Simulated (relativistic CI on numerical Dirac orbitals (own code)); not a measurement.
**Co⁹⁺: one ion under different settings**

Aim: see what numerical and physical settings do to the SCF, the total energy and the lowest levels of Co⁹⁺.

Method: Dirac-Coulomb-Breit CI, KLI orbitals optimised for each configuration, model QED (radiative potential, 1s self-energy scaled to tabulated hydrogen-like ionisation energies), numerical settings as typed. Code: relativistic CI on numerical Dirac orbitals (own code) version 3.

## 1. The system

| Property | Result |
| --- | --- |
| ion | Co⁹⁺ (Co X) |
| nuclear charge | 27 |
| electrons | 18 |
| isotope | A = 59 |

## 2. A try

Settings of the run:

```ini
atom Co  Z=27  charge=9  electrons=18
nucleus A=59  rms_radius_fm=3.7875
hamiltonian dirac-coulomb  breit=on  qed=on  c_scale=0.05
orbitals kli  potential=per-configuration
slater_scale 1
correlation none
mixing on
grid step=0.0125 r_max=10.3
scf mixing=0.4 start=green max_iterations=77 tolerance=2e-08 node_fill=0.05
configurations
  [Ne] 3s2 3p6
end
```

Launch:

```bash
> python run_levels.py task.json out
```

task.json lists these runs, among others, and the program works through them in turn.

Results of the run (chosen fields of its result record, rounded):

```text
{
  "status": "not_converged",
  "warnings": ["SCF of 1s2 2s2 2p6 3s2 3p6 stopped: an orbital could not be found"],
  "scf_steps of the first configuration [iteration, E_Ha, residual, outer_eigenvalue_Ha]": [
    [0, "-", "-", "1s not found"]
  ]
}
```

It took 0.0018 s on 1 thread, shared host.

Cause: the run ended without a result. During the SCF the search lost an orbital: no solution with the right number of nodes was found in that cycle's potential. The input had speed-of-light factor 0.05. The cure is to restore the usual settings.

## 3. With the usual settings

Settings of the run:

```ini
atom Co  Z=27  charge=9  electrons=18
nucleus A=59  rms_radius_fm=3.7875
hamiltonian dirac-coulomb  breit=on  qed=on  c_scale=1
orbitals kli  potential=per-configuration
slater_scale 1
correlation none
mixing on
grid step=0.0125 r_max=10.3
scf mixing=0.4 start=green max_iterations=150 tolerance=2e-08 node_fill=0.05
configurations
  [Ne] 3s2 3p6
end
```

Main fields:

```text
{
  "status": "converged",
  "levels [i, E_cm, J2, conf, term, w_term, w_jj]": [
    [0, 0, 0, "3p6", "1S", 1, 1]
  ],
  "total_energy [Ha]": -1363.5498322,
  "n_levels_all": 1,
  "overlap": 2.24505e-12,
  "scf_iterations": [10],
  "orbital_energies [Ha]": {"1s": -287.602, "2s": -42.0919, "2p1/2": -37.7256, "2p3/2": -37.1802, "3s": -11.5353, "3p1/2": -10.1719, "3p3/2": -10.0831},
  "configurations [conf, odd, states, E_av_Ha, breit_Ha, qed_Ha]": [
    ["3p6", 0, 1, -1364.440893, 0.5337, 0.3574]
  ],
  "scf_steps of the first configuration [iteration, E_Ha, residual, outer_eigenvalue_Ha]": [
    [1, -1349.348871, 2.69, -15.45],
    [2, -1360.420356, 1.4, -12.57],
    [3, -1364.435957, 0.0558, -10.05],
    [4, -1364.439096, 0.0266, -10.14],
    [5, -1364.440871, 0.00211, -10.09],
    [6, -1364.440889, 0.000435, -10.08],
    [7, -1364.440892, 1.11e-05, -10.08],
    [8, -1364.440893, 2.63e-07, -10.08],
    [9, -1364.440893, 1.77e-07, -10.08],
    [10, -1364.440893, 4.36e-10, -10.08]
  ]
}
```

Wall time 0.046 s (1 thread, shared host).

## 4. QED terms off

Changes to the settings of step 3:

```diff
@@ -2,3 +2,3 @@
 nucleus A=59  rms_radius_fm=3.7875
-hamiltonian dirac-coulomb  breit=on  qed=on  c_scale=1
+hamiltonian dirac-coulomb  breit=on  qed=off  c_scale=1
 orbitals kli  potential=per-configuration
```

Main fields:

```text
{
  "status": "converged",
  "levels [i, E_cm, J2, conf, term, w_term]": [
    [0, 0, 0, "3p6", "1S", 1]
  ],
  "total_energy [Ha]": -1363.9072335,
  "n_levels_all": 1,
  "overlap": 2.24505e-12,
  "scf_iterations": [10],
  "orbital_energies [Ha]": {"1s": -287.602, "2s": -42.0919, "2p1/2": -37.7256, "2p3/2": -37.1802, "3s": -11.5353, "3p1/2": -10.1719, "3p3/2": -10.0831},
  "configurations [conf, odd, states, E_av_Ha, breit_Ha, qed_Ha]": [
    ["3p6", 0, 1, -1364.440893, 0.5337, 0]
  ],
  "scf_steps of the first configuration [iteration, E_Ha, residual, outer_eigenvalue_Ha]": [
    [1, -1349.348871, 2.69, -15.45],
    [2, -1360.420356, 1.4, -12.57],
    [3, -1364.435957, 0.0558, -10.05],
    [4, -1364.439096, 0.0266, -10.14],
    [5, -1364.440871, 0.00211, -10.09],
    [6, -1364.440889, 0.000435, -10.08],
    [7, -1364.440892, 1.11e-05, -10.08],
    [8, -1364.440893, 2.63e-07, -10.08],
    [9, -1364.440893, 1.77e-07, -10.08],
    [10, -1364.440893, 4.36e-10, -10.08]
  ]
}
```

It took 0.019 s on 1 thread, shared host.

## 5. Breit term off

Changes to the settings of step 4:

```diff
@@ -2,3 +2,3 @@
 nucleus A=59  rms_radius_fm=3.7875
-hamiltonian dirac-coulomb  breit=on  qed=off  c_scale=1
+hamiltonian dirac-coulomb  breit=off  qed=on  c_scale=1
 orbitals kli  potential=per-configuration
```

Main fields:

```text
{
  "status": "converged",
  "levels [i, E_cm, J2, conf, term, w_term]": [
    [0, 0, 0, "3p6", "1S", 1]
  ],
  "total_energy [Ha]": -1364.0834916,
  "n_levels_all": 1,
  "overlap": 2.24505e-12,
  "scf_iterations": [10],
  "orbital_energies [Ha]": {"1s": -287.602, "2s": -42.0919, "2p1/2": -37.7256, "2p3/2": -37.1802, "3s": -11.5353, "3p1/2": -10.1719, "3p3/2": -10.0831},
  "configurations [conf, odd, states, E_av_Ha, breit_Ha, qed_Ha]": [
    ["3p6", 0, 1, -1364.440893, 0, 0.3574]
  ],
  "scf_steps of the first configuration [iteration, E_Ha, residual, outer_eigenvalue_Ha]": [
    [1, -1349.348871, 2.69, -15.45],
    [2, -1360.420356, 1.4, -12.57],
    [3, -1364.435957, 0.0558, -10.05],
    [4, -1364.439096, 0.0266, -10.14],
    [5, -1364.440871, 0.00211, -10.09],
    [6, -1364.440889, 0.000435, -10.08],
    [7, -1364.440892, 1.11e-05, -10.08],
    [8, -1364.440893, 2.63e-07, -10.08],
    [9, -1364.440893, 1.77e-07, -10.08],
    [10, -1364.440893, 4.36e-10, -10.08]
  ]
}
```

It took 0.045 s on 1 thread, shared host.

## 6. Tolerance 1e-06, start potential previous

Settings of the run:

```ini
atom Co  Z=27  charge=9  electrons=18
nucleus A=59  rms_radius_fm=3.7875
hamiltonian dirac-coulomb  breit=on  qed=on  c_scale=1
orbitals kli  potential=per-configuration
slater_scale 1
correlation none
mixing on
grid step=0.0125 r_max=10.3
scf mixing=0.4 start=previous max_iterations=150 tolerance=1e-06 node_fill=0.05
configurations
  [Ne] 3s2 3p6
end
```

Main fields:

```text
{
  "status": "converged",
  "levels [i, E_cm, J2, conf, term, w_term]": [
    [0, 0, 0, "3p6", "1S", 1]
  ],
  "total_energy [Ha]": -1363.5498322,
  "n_levels_all": 1,
  "overlap": 2.25226e-12,
  "scf_iterations": [8],
  "orbital_energies [Ha]": {"1s": -287.602, "2s": -42.0919, "2p1/2": -37.7256, "2p3/2": -37.1802, "3s": -11.5353, "3p1/2": -10.1719, "3p3/2": -10.0831},
  "configurations [conf, odd, states, E_av_Ha, breit_Ha, qed_Ha]": [
    ["3p6", 0, 1, -1364.440893, 0.5337, 0.3574]
  ],
  "scf_steps of the first configuration [iteration, E_Ha, residual, outer_eigenvalue_Ha]": [
    [1, -1357.42161, 2.32, -7.774],
    [2, -1362.790436, 1.05, -8.911],
    [3, -1364.437073, 0.0278, -10.14],
    [4, -1364.440392, 0.0101, -10.12],
    [5, -1364.440887, 0.000788, -10.09],
    [6, -1364.440892, 3.29e-05, -10.08],
    [7, -1364.440892, 1.02e-05, -10.08],
    [8, -1364.440893, 1.45e-07, -10.08]
  ]
}
```

Run time: 0.044 s. Hardware: 1 thread, shared host.

## 7. Node fill 50

Changes to the settings of step 6:

```diff
@@ -8,3 +8,3 @@
 grid step=0.0125 r_max=10.3
-scf mixing=0.4 start=previous max_iterations=150 tolerance=1e-06 node_fill=0.05
+scf mixing=0.4 start=green max_iterations=66 tolerance=2e-08 node_fill=50
 configurations
```

Main fields:

```text
{
  "status": "converged",
  "levels [i, E_cm, J2, conf, term, w_term]": [
    [0, 0, 0, "3p6", "1S", 1]
  ],
  "total_energy [Ha]": -1363.2240045,
  "n_levels_all": 1,
  "overlap": 1.02694e-12,
  "scf_iterations": [10],
  "orbital_energies [Ha]": {"1s": -283.512, "2s": -40.1507, "2p1/2": -35.5606, "2p3/2": -35.0391, "3s": -10.8767, "3p1/2": -9.51139, "3p3/2": -9.431},
  "configurations [conf, odd, states, E_av_Ha, breit_Ha, qed_Ha]": [
    ["3p6", 0, 1, -1364.096729, 0.5182, 0.3545]
  ],
  "scf_steps of the first configuration [iteration, E_Ha, residual, outer_eigenvalue_Ha]": [
    [1, -1349.348871, 3.07, -15.45],
    [2, -1361.504076, 1.6, -12.22],
    [3, -1363.973904, 0.0818, -9.44],
    [4, -1364.168925, 0.0436, -9.529],
    [5, -1364.097476, 0.000654, -9.432],
    [6, -1364.097649, 0.000622, -9.432],
    [7, -1364.096717, 8.34e-06, -9.431],
    [8, -1364.09673, 1.26e-06, -9.431],
    [9, -1364.096729, 3.07e-07, -9.431],
    [10, -1364.096729, 3.9e-09, -9.431]
  ]
}
```

Wall time 0.046 s (1 thread, shared host).

This setting is unsound; the numbers are not properties of the ion.

## 8. Comparison

| setting | total energy less usual (Ha) | largest shift of a level among the lowest eight of both runs, same label and place (cm⁻¹) | SCF iterations | time | lowest level | kind of change |
| --- | --- | --- | --- | --- | --- | --- |
| usual | 0 | 0 | 10 | 0.046 s | 3p6 1S0 | - |
| QED terms off | -0.357 | - | 10 | 0.019 s | 3p6 1S0 | model term |
| Breit term off | -0.534 | - | 10 | 0.045 s | 3p6 1S0 | model term |
| tolerance 1e-06, start potential previous | 0 | - | 8 | 0.044 s | 3p6 1S0 | numerical |
| node fill 50 | 0.326 | - | 10 | 0.046 s | 3p6 1S0 | unsound |

## 9. Outcome

| quantity | value |
| --- | --- |
| lowest level, usual settings | 3p6 1S0 |
| total energy | -1363.5498 Ha |
| runs without a result | 1 |

What this shows: No visible change in the result comes from «tolerance 1e-06, start potential previous». Only the listed configurations are in the model.
